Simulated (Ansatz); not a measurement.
**Ta2N: properties at the relaxed cell**

This session takes Ta2N and sets out to measure the bulk modulus from energies at several volumes.

Program: Ansatz 0.2.0. Level of theory: DFT r2SCAN, scalar-relativistic, plane waves, PAW. These are calculated values, not measurements.

1 further run of the same task is left out (set aside as unsound or not needed). Runs told in other sessions of the task aren't counted.

### 1 The starting structure

It takes space group P-31m (No. 162, trigonal). The conventional cell has a = 5.291 Å, b = 5.291 Å, c = 4.930 Å, α = 90.00°, β = 90.00°, γ = 120.00°. Around Ta (site symmetry m) lie 3 N at 2.14 to 2.16 Å. N (site symmetry 32) has 6 Ta at 2.16 Å in its first shell of neighbours. Around N (site symmetry -3m) lie 6 Ta at 2.14 Å.

Structure file:

```cif
data_structure
_symmetry_space_group_name_H-M 'P 1'
_symmetry_Int_Tables_number 1
_cell_length_a 5.2909
_cell_length_b 5.2909
_cell_length_c 4.9303
_cell_angle_alpha 90.000
_cell_angle_beta 90.000
_cell_angle_gamma 120.000
_cell_volume 119.53
loop_
_atom_site_label
_atom_site_type_symbol
_atom_site_fract_x
_atom_site_fract_y
_atom_site_fract_z
_atom_site_occupancy
Ta1 Ta 0.66675 0.66675 0.75334 1
Ta2 Ta 0.00000 0.33325 0.75334 1
Ta3 Ta 0.33325 0.00000 0.75334 1
Ta4 Ta 0.33325 0.33325 0.24666 1
Ta5 Ta 0.00000 0.66675 0.24666 1
Ta6 Ta 0.66675 0.00000 0.24666 1
N1 N 0.66667 0.33333 0.50000 1
N2 N 0.33333 0.66667 0.50000 1
N3 N 0.00000 0.00000 0.00000 1
```

It goes back to an entry of the Materials Project, which need not be the stable form.

This cell was relaxed beforehand with the same method: volume 13.28 Å³/atom, gap on the mesh none (metal).

### 2 Volume × 0.97

input.yaml

```yaml
crystal:
  lattice:
    - [5.2374757706, 0.0, 0.0]
    - [-2.6187378853, 4.5357870691, 0.0]
    - [0.0, 0.0, 4.8805178207]
  atoms:
    - { symbol: Ta, position: [0.6667482991, 0.6667482991, 0.7533371953] }
    - { symbol: Ta, position: [0.0, 0.3332517009, 0.7533371953] }
    - { symbol: Ta, position: [0.3332517009, 0.0, 0.7533371953] }
    - { symbol: Ta, position: [0.3332517009, 0.3332517009, 0.2466628047] }
    - { symbol: Ta, position: [0.0, 0.6667482991, 0.2466628047] }
    - { symbol: Ta, position: [0.6667482991, 0.0, 0.2466628047] }
    - { symbol: "N", position: [0.6666666667, 0.3333333333, 0.5] }
    - { symbol: "N", position: [0.3333333333, 0.6666666667, 0.5] }
    - { symbol: "N", position: [0.0, 0.0, 0.0] }
basis:
  ecutwfc: 500
kpoints:
  mp_grid: { grid: [12, 12, 8] }
hamiltonian:
  xc: r2scan
scf:
  occupations: { method: gaussian, width: 0.1 }
output:
  forces: true
  stress: true
  eigenvalues: true
relax:
  adjacent_minimum: "off"
  f_tol: 0.01
  max_steps: 30
  cell: { stress_tol: 0.1, fix: [volume] }
```

Launch:

```
$ ansatz run input.yaml --threads 2 --pin off --max-ram 5120MiB --backend cpu --events-out ev --progress --plain --runs-dir out
```

### 3 The cell scaled to 1.03 of its volume

Edit input.yaml of step 2 so:

```diff
@@ -2,5 +2,5 @@
   lattice:
-    - [5.2374757706, 0.0, 0.0]
-    - [-2.6187378853, 4.5357870691, 0.0]
-    - [0.0, 0.0, 4.8805178207]
+    - [5.3433118766, 0.0, 0.0]
+    - [-2.6716559383, 4.6274438255, 0.0]
+    - [0.0, 0.0, 4.9791407116]
   atoms:
```

### 4 The cell scaled to 0.94 of its volume

input.yaml

```yaml
crystal:
  lattice:
    - [5.1808522116, 0.0, 0.0]
    - [-2.5904261058, 4.4867496285, 0.0]
    - [0.0, 0.0, 4.833521651]
  atoms:
    - { symbol: Ta, position: [0.666492995, 0.666492995, 0.7536853083] }
    - { symbol: Ta, position: [0.0, 0.333507005, 0.7536853083] }
    - { symbol: Ta, position: [0.333507005, 0.0, 0.7536853083] }
    - { symbol: Ta, position: [0.333507005, 0.333507005, 0.2463146917] }
    - { symbol: Ta, position: [0.0, 0.666492995, 0.2463146917] }
    - { symbol: Ta, position: [0.666492995, 0.0, 0.2463146917] }
    - { symbol: "N", position: [0.6666666667, 0.3333333333, 0.5] }
    - { symbol: "N", position: [0.3333333333, 0.6666666667, 0.5] }
    - { symbol: "N", position: [0.0, 0.0, 0.0] }
basis:
  ecutwfc: 500
kpoints:
  mp_grid: { grid: [12, 12, 8] }
hamiltonian:
  xc: r2scan
scf:
  occupations: { method: gaussian, width: 0.1 }
output:
  forces: true
  stress: true
  eigenvalues: true
relax:
  adjacent_minimum: "off"
  f_tol: 0.01
  max_steps: 30
  cell: { stress_tol: 0.1, fix: [volume] }
```

### 5 Volume × 1.06

input.yaml

```yaml
crystal:
  lattice:
    - [5.3967386549, 0.0, 0.0]
    - [-2.6983693275, 4.6737127727, 0.0]
    - [0.0, 0.0, 5.023209752]
  atoms:
    - { symbol: Ta, position: [0.6670366409, 0.6670366409, 0.7529696788] }
    - { symbol: Ta, position: [0.0, 0.3329633591, 0.7529696788] }
    - { symbol: Ta, position: [0.3329633591, 0.0, 0.7529696788] }
    - { symbol: Ta, position: [0.3329633591, 0.3329633591, 0.2470303212] }
    - { symbol: Ta, position: [0.0, 0.6670366409, 0.2470303212] }
    - { symbol: Ta, position: [0.6670366409, 0.0, 0.2470303212] }
    - { symbol: "N", position: [0.6666666667, 0.3333333333, 0.5] }
    - { symbol: "N", position: [0.3333333333, 0.6666666667, 0.5] }
    - { symbol: "N", position: [0.0, 0.0, 0.0] }
basis:
  ecutwfc: 500
kpoints:
  mp_grid: { grid: [12, 12, 8] }
hamiltonian:
  xc: r2scan
scf:
  occupations: { method: gaussian, width: 0.1 }
output:
  forces: true
  stress: true
  eigenvalues: true
relax:
  adjacent_minimum: "off"
  f_tol: 0.01
  max_steps: 30
  cell: { stress_tol: 0.1, fix: [volume] }
```

### 6 The cell scaled to 0.91 of its volume

input.yaml

```yaml
crystal:
  lattice:
    - [5.1232383146, 0.0, 0.0]
    - [-2.5616191573, 4.4368545301, 0.0]
    - [0.0, 0.0, 4.7850942724]
  atoms:
    - { symbol: Ta, position: [0.666249605, 0.666249605, 0.7540177266] }
    - { symbol: Ta, position: [0.0, 0.333750395, 0.7540177266] }
    - { symbol: Ta, position: [0.333750395, 0.0, 0.7540177266] }
    - { symbol: Ta, position: [0.333750395, 0.333750395, 0.2459822734] }
    - { symbol: Ta, position: [0.0, 0.666249605, 0.2459822734] }
    - { symbol: Ta, position: [0.666249605, 0.0, 0.2459822734] }
    - { symbol: "N", position: [0.6666666667, 0.3333333333, 0.5] }
    - { symbol: "N", position: [0.3333333333, 0.6666666667, 0.5] }
    - { symbol: "N", position: [0.0, 0.0, 0.0] }
basis:
  ecutwfc: 500
kpoints:
  mp_grid: { grid: [12, 12, 8] }
hamiltonian:
  xc: r2scan
scf:
  occupations: { method: gaussian, width: 0.1 }
output:
  forces: true
  stress: true
  eigenvalues: true
relax:
  adjacent_minimum: "off"
  f_tol: 0.01
  max_steps: 30
  cell: { stress_tol: 0.1, fix: [volume] }
```

(Steps that only read results are left out.)

Before running it: what results should come out? Wanted: equilibrium volume of the fit; bulk modulus.

The runs gave:

| quantity | value |
| --- | --- |
| equilibrium volume of the fit | 13.28 Å³/atom |
| bulk modulus | 301 GPa |
| its pressure derivative | 4.2 |

The fit puts the minimum at 13.28 Å³/atom with B = 301 GPa and B' = 4.2. The runs treat Ta without spin-orbit coupling. Spin polarisation is off in the runs that give these values; a magnetic solution could lie lower.
